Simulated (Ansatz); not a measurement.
**AsBFH₃: vertical ionisation energy**

Aim: the vertical ionisation energy of AsBFH₃, as cation minus neutral at the neutral's geometry, on several levels, and how well −ε(HOMO) stands in for it.

The runs use Ansatz 0.2.0, Gaussian basis; unrestricted cation, the program's frozen cores in correlated methods.

Levels to be run: UKS PBE-D4/def2-TZVPP; UKS r2SCAN-D4/def2-TZVPP; UKS PBE0-D4/def2-TZVPP; UKS B3LYP-D4/def2-TZVPP; UKS wB97X-V/def2-TZVPP; UKS wB97M-V/def2-TZVPP; UKS B2PLYP/def2-TZVPP; UHF-CCSD(T)/def2-TZVPP; UHF-MP2/def2-QZVPP; extrapolation to the limit; then −ε(HOMO) from the neutral's earlier runs with LDA (SPW92), PBE-D4, revPBE-D4, BLYP-D4, r2SCAN-D4, B97M-V, PBE0-D4, B3LYP-D4, r2SCANh-D4, r2SCAN0-D4, HSE06-D4, BHLYP-D4, CAM-B3LYP-D4, LC-ωPBE, ωB97X-V, ωB97M-V.

## (1) The geometry

The geometry comes from an earlier relaxation with PBE0-D4 in a triple-zeta def2 set; it is a stationary point.

SMILES `FB[AsH2]`, 6 atoms, charge 0, spin multiplicity 1.

Atoms are counted from 1 here; the program's logs count them from 0.

Bond lengths: F1–B2 1.319 Å, B2–As3 2.029 Å, B2–H4 1.199 Å, As3–H5 1.517 Å, As3–H6 1.517 Å. Angles: F1–B2–As3 120.0°, F1–B2–H4 117.7°, As3–B2–H4 122.1°, B2–As3–H5 93.9°, B2–As3–H6 95.7°, H5–As3–H6 95.3°.

Geometry (Å):

| atom | x (Å) | y (Å) | z (Å) |
| --- | --- | --- | --- |
| F1 | -1.8610 | -0.2682 | 0.2560 |
| B2 | -0.6931 | -0.4819 | -0.3195 |
| As3 | 0.7501 | 0.9417 | -0.2439 |
| H4 | -0.5639 | -1.4870 | -0.9612 |
| H5 | 1.8656 | -0.0556 | 0.0036 |
| H6 | 0.5443 | 1.2870 | 1.2187 |

## (2) Cation, UKS PBE-D4/def2-TZVPP

File in.yaml:

```yaml
crystal:
  periodic: [false, false, false]
  atoms:
    - {symbol: F, position_ang: [-1.860991, -0.268242, 0.256031]}
    - {symbol: B, position_ang: [-0.693083, -0.481899, -0.319535]}
    - {symbol: As, position_ang: [0.750095, 0.941733, -0.243930]}
    - {symbol: H, position_ang: [-0.563869, -1.486983, -0.961191]}
    - {symbol: H, position_ang: [1.865610, -0.055557, 0.003648]}
    - {symbol: H, position_ang: [0.544339, 1.286950, 1.218676]}
basis:
  gaussian: {orbitals: def2-TZVPP}
total_charge: 1
magnetization: {spin_polarized: true, initial_magnetization: 1}
hamiltonian: {xc: pbe, dispersion: d4}
```

Command:

```sh
$ ansatz run in.yaml --threads 2 --pin off --events-out ev --progress --plain --max-ram 4352MiB
```

Further steps of the session: Cation, UKS r2SCAN-D4/def2-TZVPP; Cation, UKS PBE0-D4/def2-TZVPP; Cation, UKS B3LYP-D4/def2-TZVPP; Cation, UKS wB97X-V/def2-TZVPP; Cation, UKS wB97M-V/def2-TZVPP; Cation, UKS B2PLYP (frozen core)/def2-TZVPP; Cation, UHF-CCSD(T)/def2-TZVPP; Cation, UHF-MP2/def2-QZVPP.

Q: Predict the results of all the runs planned. Wanted: ionisation energy, CCSD(T)/CBS; nearest functional by difference; nearest −ε(HOMO); −ε(HOMO) of PBE; T1 of the cation.

As calculated:

| quantity | value |
| --- | --- |
| ionisation energy, CCSD(T)/CBS | 10.11 eV |
| nearest functional by difference | B3LYP-D4 (-0.21 eV) |
| nearest −ε(HOMO) | LC-ωPBE (-0.01 eV) |
| −ε(HOMO) of PBE | 6.40 eV |
| T1 of the cation | 0.019 |

Energy differences with functionals land within 0.43 eV of the reference. The PBE orbital energy is 3.7 eV too small: a semilocal HOMO is no ionisation energy. Among orbital estimates LC-ωPBE comes nearest. Hartree-Fock falls 1.13 eV short, as the neutral has more correlation energy than the cation. Correlated methods include outer-core shells of As, which these sets cover unevenly. With outer-core shells in play the reference is unsure by up to some tenths of an eV, so close misses can't be ranked.
